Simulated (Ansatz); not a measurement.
# KAl: the cost of one run

Method: DFT PBE, scalar-relativistic, plane waves, PAW, in Ansatz 0.2.0.

## Step 1: The system as given

Symmetry: R-3m, No. 166, trigonal system. Conventional cell: a = 3.466 Å, b = 3.466 Å, c = 18.112 Å, α = 90.00°, β = 90.00°, γ = 120.00°. K (site symmetry -3m) has 6 K at 3.47 Å and 6 Al at 3.62 Å in its first shell of neighbours. Around Al (site symmetry -3m) lie 6 Al at 3.47 Å and 6 K at 3.62 Å.

As a file:

```cif
data_structure
_symmetry_space_group_name_H-M 'P 1'
_symmetry_Int_Tables_number 1
_cell_length_a 6.3604
_cell_length_b 6.3604
_cell_length_c 6.3604
_cell_angle_alpha 31.619
_cell_angle_beta 31.619
_cell_angle_gamma 31.619
_cell_volume 62.80
loop_
_atom_site_label
_atom_site_type_symbol
_atom_site_fract_x
_atom_site_fract_y
_atom_site_fract_z
_atom_site_occupancy
K1 K 0.00000 0.00000 0.00000 1
Al1 Al 0.50000 0.50000 0.50000 1
```

The cell was relaxed beforehand at this level, from a generated guess; it needn't be the stable form of this composition. At a tolerance of 0.05 Å it has space group R-3m (No. 166); it has 31.40 Å³/atom, an uncorrected energy of +0.55 eV/atom over the elements.

## Step 2: Electronic structure at the relaxed geometry

input.yaml reads:

```yaml
crystal:
  lattice:
    - [1.7328493891, 1.0004610631, 6.0374771445]
    - [-1.7328493891, 1.0004610631, 6.0374771445]
    - [0.0, -2.0009221208, 6.0374771454]
  atoms:
    - { symbol: K, position: [0.0, 0.0, 0.0] }
    - { symbol: Al, position: [0.5, 0.5, 0.5] }
basis:
  ecutwfc: 420
kpoints:
  mp_grid: { grid: [18, 18, 18] }
  band_path:
    path:
      - [[0.0, 0.0, 0.0], [0.5, 0.5, 0.5], [0.81502714, 0.18497286, 0.5]]
      - [[0.5, -0.18497286, 0.18497286], [0.5, 0.0, 0.0], [0.0, 0.0, 0.0], [0.34248643, -0.34248643, 0.0]]
      - [[0.65751357, 0.0, 0.34248643], [0.5, 0.0, 0.5], [0.0, 0.0, 0.0]]
    npoints: 14
hamiltonian:
  xc: pbe
scf:
  occupations: { method: gaussian, width: 0.1 }
  n_extra_bands: 6
output:
  forces: true
  stress: true
  eigenvalues: true
  populations: true
  dos: { projected: true, de: 0.02, nscf_kmesh: { grid: [22, 22, 22] } }
  bader: true
```

Started as:

```console
$ ansatz run input.yaml --threads 1 --pin off --max-ram 2560MiB --backend cpu --events-out ev --progress --plain --runs-dir out
```

What time and memory should one allow on 1 thread of Intel Xeon at 2.50GHz (Skylake/Cascade Lake), shared host?

About 1.9 min, with a peak of 0.8 GiB.
